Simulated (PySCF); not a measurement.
# C6H11O2P: magnetic properties

Wanted: magnetic properties for C6H11O2P (`C/C=C\[P@H](=O)CC(C)=O`).

Computed with PySCF 2.14.0 and routines of our own; the level stands in each step. Atoms count from 0.

### Step 1. The starting structure

20 atoms, charge 0, multiplicity 1; geometry from: GFN2-xTB.

### Step 2. Magnetic properties: GIAO PBE0/pcSseg-1

Job settings and geometry (Å):

```
{"job": {"kind": "mag", "xc": "PBE0", "basis": "pcSseg-1", "isotopologues": 0}, "charge": 0, "multiplicity": 1}
C     -3.106076     0.769272    -0.893039
C     -2.796208    -0.527046    -0.238224
C     -1.572615    -0.912350     0.096704
P     -0.107518     0.090253    -0.262802
O      0.298075     0.132439    -1.672240
C      1.200159    -0.586162     0.844855
C      2.307375     0.417219     0.640171
C      3.350155     0.010282    -0.354028
O      2.276509     1.491252     1.187878
H     -3.672058     1.409446    -0.215431
H     -2.186944     1.274213    -1.186907
H     -3.718875     0.604428    -1.777958
H     -3.643264    -1.170812    -0.028884
H     -1.392430    -1.870193     0.566355
H     -0.324490     1.339800     0.308427
H      0.844307    -0.579916     1.873970
H      1.466004    -1.592779     0.519753
H      3.835290    -0.912437    -0.042641
H      2.846413    -0.172276    -1.303680
H      4.091039     0.796043    -0.475013
```

Method: GIAO PBE0/pcSseg-1 magnetisability, rotational g tensor and spin-rotation constants, non-relativistic, gas phase.

Run with:

```bash
$ OMP_NUM_THREADS=1 python excited_run.py task.json out
```

One launch serves the whole session: the jobs run in the order shown.

The log of the run:

```text
coarse grid: 17136 points
cycle   1  E = -726.0592155451  dE =  1.491e+00  |g| = 1.198e+00  |ddm| = 4.065e+00
cycle   2  E = -725.0265956111  dE =  1.033e+00  |g| = 2.547e+00  |ddm| = 4.480e+00
cycle   3  E = -726.3268020759  dE = -1.300e+00  |g| = 2.616e-01  |ddm| = 3.663e+00
cycle   4  E = -726.3410224563  dE = -1.422e-02  |g| = 1.161e-01  |ddm| = 3.714e-01
cycle   5  E = -726.3433729711  dE = -2.351e-03  |g| = 5.278e-02  |ddm| = 1.162e-01
cycle   6  E = -726.3439079835  dE = -5.350e-04  |g| = 7.713e-03  |ddm| = 4.632e-02
cycle   7  E = -726.3439192704  dE = -1.129e-05  |g| = 2.992e-03  |ddm| = 1.028e-02
cycle   8  E = -726.3439211694  dE = -1.899e-06  |g| = 8.894e-04  |ddm| = 3.557e-03
final grid: 160688 points
cycle   9  E = -726.4192216028  dE = -2.326e-05  |g| = 1.437e-02  |ddm| = 3.136e-02
cycle  10  E = -726.4191282144  dE =  9.339e-05  |g| = 2.636e-02  |ddm| = 3.283e-02
cycle  11  E = -726.4192625734  dE = -1.344e-04  |g| = 2.825e-03  |ddm| = 2.327e-02
cycle  12  E = -726.4192642397  dE = -1.666e-06  |g| = 3.573e-04  |ddm| = 2.388e-03
cycle  13  E = -726.4192642591  dE = -1.943e-08  |g| = 2.284e-04  |ddm| = 4.835e-04
cycle  14  E = -726.4192642708  dE = -1.170e-08  |g| = 3.115e-05  |ddm| = 2.044e-04
cycle  15  E = -726.4192642710  dE = -1.774e-10  |g| = 1.619e-05  |ddm| = 5.147e-05
converged SCF energy = -726.4192642710

Magnetisability tensor (1e-30 J/T^2)
    -1272.13       38.57       -0.32
       38.57    -1164.84       64.68
       -0.32       64.68    -1441.34
isotropic -1292.77   principal values   -1456.14  -1282.40  -1139.77
isotropic susceptibility -77.853 1e-6 cm^3/mol

Inertial axes            a          b          c
rot. const./GHz      3.2478     0.7029     0.6889
chi total           -76.332    -86.456    -70.769
chi diamagnetic    -505.548  -1849.419  -1873.576
chi paramagnetic    429.216   1762.963   1802.806
quadrupole/D A       11.424    -11.210     -0.214
g nuclear            0.5956     0.5770     0.5713
g electronic        -0.6549    -0.5821    -0.5834
g total             -0.0593    -0.0051    -0.0121

Spin-rotation constants (kHz, H = +C I.J)
atom  isotope        aa         bb         cc
  3    31P        5.563      0.841      1.212
  9     1H       -0.297     -0.035     -0.036
 10     1H       -0.012     -0.066     -0.053
 11     1H       -0.114     -0.031     -0.075
 12     1H        0.099     -0.061     -0.034
 13     1H       -0.321     -0.065      0.045
 14     1H       -0.240     -0.060      0.046
 15     1H       -0.336      0.028     -0.091
 16     1H       -0.339     -0.083      0.033
 17     1H       -0.274     -0.077      0.005
 18     1H       -0.182      0.003     -0.082
 19     1H       -0.094     -0.072     -0.037
  0    13C*       0.556      0.096      0.090
  1    13C*       1.379      0.148      0.286
  2    13C*       1.036      0.152      0.283
  4    17O*      -0.208     -0.184     -0.050
  5    13C*       0.584      0.129      0.145
  6    13C*       1.430      0.282      0.308
  7    13C*       0.511      0.108      0.138
  8    17O*      -1.440     -0.370     -0.562
* in the singly substituted isotopologue
```

Wall time 86 s (1 thread of Arm Neoverse N1, shared host); peak memory 1.1 GiB.

From this job:

```
              quantity                      value
       magnetisability           -1293·10⁻³⁰ J/T²
  molar susceptibility         -77.9·10⁻⁶ cm³/mol
rotational g (a, b, c)  -0.0593, -0.0051, -0.0121
```

### Step 3. Magnetic properties: GIAO PBE0/cc-pVDZ, grid 4

Settings changed since step 2:

```diff
@@ -1,2 +1,2 @@
-{"job": {"kind": "mag", "xc": "PBE0", "basis": "pcSseg-1", "isotopologues": 0}, "charge": 0, "multiplicity": 1}
+{"job": {"kind": "mag", "xc": "PBE0", "basis": "cc-pVDZ", "grid": 4}, "charge": 0, "multiplicity": 1}
 C     -3.106076     0.769272    -0.893039
```

With the program's defaults for keys left out, this is: GIAO PBE0/cc-pVDZ magnetisability, rotational g tensor and spin-rotation constants, non-relativistic, gas phase.

The log of the run:

```text
coarse grid: 17136 points
cycle   1  E = -726.1767556299  dE =  1.566e+00  |g| = 1.185e+00  |ddm| = 8.227e+00
cycle   2  E = -725.0651523010  dE =  1.112e+00  |g| = 2.586e+00  |ddm| = 5.033e+00
cycle   3  E = -726.4523034405  dE = -1.387e+00  |g| = 2.613e-01  |ddm| = 3.567e+00
cycle   4  E = -726.4664780329  dE = -1.417e-02  |g| = 1.271e-01  |ddm| = 6.160e-01
cycle   5  E = -726.4693084261  dE = -2.830e-03  |g| = 5.998e-02  |ddm| = 2.114e-01
cycle   6  E = -726.4700382396  dE = -7.298e-04  |g| = 6.406e-03  |ddm| = 7.955e-02
cycle   7  E = -726.4700465373  dE = -8.298e-06  |g| = 2.876e-03  |ddm| = 1.322e-02
final grid: 430032 points
cycle   8  E = -726.4839697376  dE = -8.351e-06  |g| = 1.512e-02  |ddm| = 7.073e-02
cycle   9  E = -726.4838529461  dE =  1.168e-04  |g| = 2.842e-02  |ddm| = 5.526e-02
cycle  10  E = -726.4840183951  dE = -1.654e-04  |g| = 2.975e-03  |ddm| = 3.591e-02
cycle  11  E = -726.4840204169  dE = -2.022e-06  |g| = 1.478e-04  |ddm| = 5.020e-03
cycle  12  E = -726.4840204196  dE = -2.741e-09  |g| = 1.230e-04  |ddm| = 4.329e-04
cycle  13  E = -726.4840204226  dE = -2.990e-09  |g| = 3.924e-05  |ddm| = 2.013e-04
cycle  14  E = -726.4840204229  dE = -2.951e-10  |g| = 1.107e-05  |ddm| = 6.685e-05
converged SCF energy = -726.4840204229

Magnetisability tensor (1e-30 J/T^2)
    -1260.28       38.82       -4.85
       38.82    -1153.25       64.32
       -4.85       64.32    -1433.66
isotropic -1282.40   principal values   -1448.63  -1269.75  -1128.81
isotropic susceptibility -77.228 1e-6 cm^3/mol

Inertial axes            a          b          c
rot. const./GHz      3.2478     0.7029     0.6889
chi total           -75.722    -85.887    -70.074
chi diamagnetic    -503.138  -1847.908  -1871.523
chi paramagnetic    427.416   1762.021   1801.449
quadrupole/D A       10.712    -10.394     -0.319
g nuclear            0.5956     0.5770     0.5713
g electronic        -0.6522    -0.5818    -0.5830
g total             -0.0565    -0.0048    -0.0117

Spin-rotation constants (kHz, H = +C I.J)
atom  isotope        aa         bb         cc
  3    31P        4.889      0.754      1.058
  9     1H       -0.302     -0.035     -0.036
 10     1H       -0.013     -0.065     -0.054
 11     1H       -0.118     -0.032     -0.076
 12     1H        0.100     -0.061     -0.034
 13     1H       -0.327     -0.065      0.046
 14     1H       -0.241     -0.060      0.045
 15     1H       -0.340      0.029     -0.091
 16     1H       -0.346     -0.084      0.033
 17     1H       -0.280     -0.077      0.005
 18     1H       -0.188      0.002     -0.083
 19     1H       -0.098     -0.073     -0.038
  0    13C*       0.476      0.083      0.077
  1    13C*       1.263      0.131      0.261
  2    13C*       0.959      0.135      0.258
  4    17O*      -0.160     -0.176     -0.037
  5    13C*       0.520      0.117      0.131
  6    13C*       1.312      0.261      0.290
  7    13C*       0.441      0.094      0.121
  8    17O*      -1.323     -0.343     -0.524
* in the singly substituted isotopologue
```

It took 2.1 min on 1 thread of Arm Neoverse N1, shared host; peak memory 0.89 GiB.

In short:

| quantity | value |
| --- | --- |
| magnetisability | -1282·10⁻³⁰ J/T² |
| molar susceptibility | -77.2·10⁻⁶ cm³/mol |
| rotational g (a, b, c) | -0.0565, -0.0048, -0.0117 |

### Step 4. Magnetic properties side by side

| level | ξ (10⁻³⁰ J/T²) | g(a) | g(b) | gap (eV) | functions | time |
| --- | --- | --- | --- | --- | --- | --- |
| GIAO PBE0/pcSseg-1 | -1293 | -0.0593 | -0.0051 | 6.49 | 215 | 86 s |
| GIAO PBE0/cc-pVDZ, grid 4 | -1282 | -0.0565 | -0.0048 | 6.46 | 185 | 2.1 min |

### Step 5. Summary of results

| quantity | value |
| --- | --- |
| magnetisability (step 2, GIAO PBE0/pcSseg-1) | -1293·10⁻³⁰ J/T² |
| molar susceptibility (step 2, GIAO PBE0/pcSseg-1) | -77.9·10⁻⁶ cm³/mol |
| rotational g (a, b, c) (step 2, GIAO PBE0/pcSseg-1) | -0.0593, -0.0051, -0.0121 |
| magnetisability over the levels | -1293 to -1282·10⁻³⁰ J/T² |

In words: The magnetisability spreads by 0.8 % over 2 levels, from GIAO PBE0/pcSseg-1 (86 s) to GIAO PBE0/cc-pVDZ, grid 4 (2.1 min); the runs took 86 s to 2.1 min. Two levels can agree by chance, so this spread shows no convergence. Vibrational averaging and real surroundings are missing from these values.
